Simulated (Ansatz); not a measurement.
# CH6InN: the cost of one run

Computed with Ansatz 0.2.0, Gaussian basis. Level: unrestricted cation, the program's frozen cores in correlated methods.

Levels to be run: UKS PBE-D4/def2-TZVPP; UKS r2SCAN-D4/def2-TZVPP; UKS PBE0-D4/def2-TZVPP; UKS B3LYP-D4/def2-TZVPP; UKS wB97X-V/def2-TZVPP; UKS wB97M-V/def2-TZVPP; UKS B2PLYP/def2-TZVPP; UHF-CCSD(T)/def2-TZVPP; UHF-MP2/def2-QZVPP; extrapolation to the limit; then −ε(HOMO) from the neutral's earlier runs with LDA (SPW92), PBE-D4, revPBE-D4, BLYP-D4, r2SCAN-D4, B97M-V, PBE0-D4, B3LYP-D4, r2SCANh-D4, r2SCAN0-D4, HSE06-D4, BHLYP-D4, CAM-B3LYP-D4, LC-ωPBE, ωB97X-V, ωB97M-V.

## (1) The geometry

An earlier PBE0-D4/def2-TZVP relaxation fixed the geometry. In takes the def2 core potential; no spin-orbit term is included.

9 atoms, charge 0, spin multiplicity 1.

Atoms are counted from 1 here; the program's logs count them from 0.

Bond lengths: N1–C2 1.458 Å, N1–H4 1.011 Å, N1–H5 1.014 Å, C2–In3 2.170 Å, C2–H6 1.094 Å, C2–H7 1.102 Å, In3–H8 1.734 Å, In3–H9 1.729 Å. Angles: C2–N1–H4 111.5°, C2–N1–H5 111.5°, H4–N1–H5 106.9°, N1–C2–In3 110.0°, N1–C2–H6 109.1°, N1–C2–H7 115.2°, In3–C2–H6 106.5°, In3–C2–H7 109.4°, H6–C2–H7 106.3°, C2–In3–H8 117.5°, C2–In3–H9 122.4°, H8–In3–H9 120.1°.

## (2) Cation, UKS PBE-D4/def2-TZVPP

File in.yaml:

```yaml
crystal:
  periodic: [false, false, false]
  atoms:
    - {symbol: N, position_ang: [-0.500290, 0.305625, -1.345526]}
    - {symbol: C, position_ang: [0.064781, 0.719791, -0.066498]}
    - {symbol: In, position_ang: [0.125978, -0.966670, 1.297102]}
    - {symbol: H, position_ang: [0.031393, -0.449240, -1.758588]}
    - {symbol: H, position_ang: [-0.500711, 1.067266, -2.014718]}
    - {symbol: H, position_ang: [-0.592565, 1.465022, 0.390812]}
    - {symbol: H, position_ang: [1.063045, 1.181990, -0.122833]}
    - {symbol: H, position_ang: [0.257184, -2.551422, 0.606624]}
    - {symbol: H, position_ang: [0.051185, -0.772363, 3.013626]}
basis:
  gaussian: {orbitals: def2-TZVPP}
total_charge: 1
magnetization: {spin_polarized: true, initial_magnetization: 1}
hamiltonian: {xc: pbe, dispersion: d4}
```

The run is started by

```sh
ansatz run in.yaml --threads 2 --pin off --events-out ev --progress --plain --max-ram 32768MiB --backend cpu
```

Q: Estimate wall time and peak memory on 2 threads of AMD EPYC 7R13, shared host.

About 6 s, with a peak of 0.32 GiB.
